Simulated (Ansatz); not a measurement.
# ClH3MoN2O: up Jacob's ladder to CCSD(T)

An exercise on one series of results from a longer session: the logs are not shown, and one member is left open.

Method: functionals in def2-TZVPP, the program's frozen cores in correlated methods; program: Ansatz 0.2.0, Gaussian basis.

The runs, in order: LDA (SPW92), PBE-D4, revPBE-D4, BLYP-D4, r2SCAN-D4, B97M-V, PBE0-D4, B3LYP-D4, r2SCANh-D4, r2SCAN0-D4, HSE06-D4, BHLYP-D4, CAM-B3LYP-D4, LC-ωPBE, ωB97X-V, ωB97M-V, B2PLYP, PBE-QIDH; CCSD(T)/def2-SVP; CCSD(T)/def2-TZVPP; MP2/def2-QZVPP; extrapolation to the limit; RPA on PBE.

## The relaxed structure

The geometry comes from an earlier relaxation with PBE0-D4 in a triple-zeta def2 set; it is a stationary point, not always the lowest conformer. Mo takes the def2 core potential; no spin-orbit term is included.

8 atoms, charge 0, spin multiplicity 1.

Atoms are counted from 1 here; the program's logs count them from 0.

Bond lengths: N1–Mo2 1.720 Å, N1–H6 1.012 Å, Mo2–N3 1.717 Å, Mo2–O4 1.882 Å, Mo2–Cl5 2.281 Å, N3–H7 1.011 Å, O4–H8 0.961 Å. Angles: Mo2–N1–H6 152.0°, N1–Mo2–N3 110.0°, N1–Mo2–O4 109.1°, N1–Mo2–Cl5 107.8°, N3–Mo2–O4 107.7°, N3–Mo2–Cl5 108.3°, O4–Mo2–Cl5 114.0°, Mo2–N3–H7 154.7°, Mo2–O4–H8 119.3°.

Coordinates:

```mol
ClH3MoN2O
  3D, bonds by distance, orders not assigned

  8  7  0  0  0  0  0  0  0  0999 V2000
   -1.0652    0.8036    0.6623 N   0  0
    0.0700    0.0171   -0.3621 Mo  0  0
    1.6393    0.0958    0.3307 N   0  0
   -0.3962   -1.7997   -0.5170 O   0  0
    0.1086    1.1362   -2.3497 Cl  0  0
   -1.3010    1.3603    1.4736 H   0  0
    2.3263    0.4068    1.0039 H   0  0
   -1.2896   -2.0771   -0.2975 H   0  0
  1  2  8  0
  2  3  8  0
  2  4  8  0
  2  5  8  0
  1  6  8  0
  3  7  8  0
  4  8  8  0
M  END
```

The first run:

The input, in.yaml:

```yaml
crystal:
  periodic: [false, false, false]
  atoms:
    - {symbol: N, position_ang: [-1.065226, 0.803639, 0.662345]}
    - {symbol: Mo, position_ang: [0.069973, 0.017065, -0.362096]}
    - {symbol: N, position_ang: [1.639313, 0.095836, 0.330713]}
    - {symbol: O, position_ang: [-0.396230, -1.799731, -0.517031]}
    - {symbol: Cl, position_ang: [0.108553, 1.136206, -2.349677]}
    - {symbol: H, position_ang: [-1.301047, 1.360273, 1.473575]}
    - {symbol: H, position_ang: [2.326307, 0.406786, 1.003937]}
    - {symbol: H, position_ang: [-1.289643, -2.077074, -0.297466]}
basis:
  gaussian: {orbitals: def2-TZVPP}
hamiltonian: {xc: lda}
output: {orbitals: {seedname: orbitals}}
```

Steps of the session up to this table: LDA; PBE-D4 (GGA); revPBE-D4 (GGA); BLYP-D4 (GGA); r2SCAN-D4 (meta-GGA); B97M-V (meta-GGA); PBE0-D4 (hybrid); B3LYP-D4 (hybrid); r2SCANh-D4 (hybrid); r2SCAN0-D4 (hybrid); HSE06-D4 (hybrid); BHLYP-D4 (hybrid); CAM-B3LYP-D4 (range-separated); LC-ωPBE-D4 (range-separated; the results give it without D4); ωB97X-V (range-separated); ωB97M-V (range-separated); B2PLYP (double hybrid); PBE-QIDH (double hybrid).

One table of the session follows, with a row left open; its other results are not shown here.

It belongs to the step «Frontier levels by functional». 

| functional | HOMO (eV) | LUMO (eV) | gap (eV) |
| --- | --- | --- | --- |
| LDA (SPW92) | -6.92 | -2.92 | 4.00 |
| PBE-D4 | -6.74 | -2.70 | 4.04 |
| revPBE-D4 | -6.68 | -2.61 | 4.07 |
| BLYP-D4 | -6.60 | -2.60 | 4.00 |
| r2SCAN-D4 | ? | ? | ? |
| B97M-V | -7.11 | -2.61 | 4.50 |
| PBE0-D4 | -8.09 | -1.96 | 6.13 |
| B3LYP-D4 | -7.84 | -2.18 | 5.66 |
| r2SCANh-D4 | -7.55 | -2.38 | 5.18 |
| r2SCAN0-D4 | -8.31 | -1.94 | 6.37 |
| HSE06-D4 | -7.69 | -2.34 | 5.35 |
| BHLYP-D4 | -9.31 | -1.08 | 8.24 |
| CAM-B3LYP-D4 | -9.42 | -0.92 | 8.51 |
| LC-ωPBE | -10.77 | 0.20 | 10.97 |
| ωB97X-V | -10.41 | 0.15 | 10.55 |
| ωB97M-V | -10.30 | 0.12 | 10.41 |

Estimate the missing values for r2SCAN-D4.

Worked estimate for «HOMO (eV)». Against the share of exact exchange, r2SCANh-D4 (0.1, -7.55), r2SCAN0-D4 (0.25, -8.31) give a slope of -5.07 per unit share; at 0 the line stands at -7.04.

**Answer.** HOMO (eV): -7.05; LUMO (eV): -2.66; gap (eV): 4.39. In «HOMO (eV)» the line misses by +0.01.
